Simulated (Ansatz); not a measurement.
# C₃H₅NSe: one species, many methods

One table from this session's results is given with a row withheld; the runs are named, their logs left out.

The runs use Ansatz 0.2.0, Gaussian basis; functionals in def2-TZVPP, the program's frozen cores in correlated methods.

Levels to be run: PBE-D4, r2SCAN-D4, PBE0-D4, B3LYP-D4, ωB97X-V, ωB97M-V, B2PLYP; CCSD(T)/def2-TZVPP; MP2/def2-QZVPP; extrapolation to the limit.

### The geometry

The geometry comes from an earlier relaxation with PBE0-D4 in a triple-zeta def2 set; it is a stationary point, not always the lowest conformer.

SMILES `C=C[Se]C=N`, 10 atoms, charge 0, spin multiplicity 1.

Atoms are counted from 1 here; the program's logs count them from 0.

Bond lengths: C1–C2 1.325 Å, C1–H6 1.084 Å, C1–H7 1.084 Å, C2–Se3 1.889 Å, C2–H8 1.086 Å, Se3–C4 1.897 Å, C4–N5 1.257 Å, C4–H9 1.097 Å, N5–H10 1.018 Å. Angles: C2–C1–H6 120.2°, C2–C1–H7 122.7°, H6–C1–H7 117.1°, C1–C2–Se3 124.4°, C1–C2–H8 121.2°, Se3–C2–H8 114.4°, C2–Se3–C4 97.2°, Se3–C4–N5 120.6°, Se3–C4–H9 113.1°, N5–C4–H9 126.3°, C4–N5–H10 111.4°.

The first run:

File in.yaml:

```yaml
crystal:
  periodic: [false, false, false]
  atoms:
    - {symbol: C, position_ang: [-0.663543, -2.140839, -0.821067]}
    - {symbol: C, position_ang: [-0.412331, -0.971601, -0.250848]}
    - {symbol: Se, position_ang: [0.968009, 0.201690, -0.786272]}
    - {symbol: C, position_ang: [0.623714, 1.567715, 0.484672]}
    - {symbol: N, position_ang: [1.330366, 2.606534, 0.513461]}
    - {symbol: H, position_ang: [-1.473689, -2.761935, -0.457819]}
    - {symbol: H, position_ang: [-0.085833, -2.521095, -1.655800]}
    - {symbol: H, position_ang: [-1.006463, -0.612981, 0.584833]}
    - {symbol: H, position_ang: [-0.221814, 1.338015, 1.145022]}
    - {symbol: H, position_ang: [1.024485, 3.243298, 1.246818]}
basis:
  gaussian: {orbitals: def2-TZVPP}
hamiltonian: {xc: pbe, dispersion: d4}
output: {forces: true, orbitals: {seedname: orbitals}}
```

On the command line:

```sh
ansatz run in.yaml --threads 4 --pin off --events-out ev --progress --plain --max-ram 10444MiB
```

Steps of the session up to this table: PBE-D4 (GGA); r2SCAN-D4 (meta-GGA); PBE0-D4 (hybrid); B3LYP-D4 (hybrid); ωB97X-V (range-separated); ωB97M-V (range-separated); B2PLYP (double hybrid); CCSD(T) in def2-TZVPP; MP2 in def2-QZVPP.

One of the session's tables, all rows but one given; the rest of the session is left out.

It belongs to the step «Atomisation energies». 

```
            method  atomisation energy (eV)
            PBE-D4                   41.763
         r2SCAN-D4                   40.310
           PBE0-D4                   40.561
          B3LYP-D4                   40.337
           ωB97X-V                        ?
           ωB97M-V                   40.176
            B2PLYP                   39.812
     HF/def2-TZVPP                   27.484
    MP2/def2-TZVPP                   39.765
   CCSD/def2-TZVPP                   38.102
CCSD(T)/def2-TZVPP                   38.961
           MP2/CBS                   40.904
       CCSD(T)/CBS                   40.101
```

**Question.** Estimate the row for ωB97X-V.

As computed: atomisation energy (eV): 40.166. In the column «atomisation energy (eV)» it lies between CCSD(T)/CBS (40.101) and ωB97M-V (40.176).
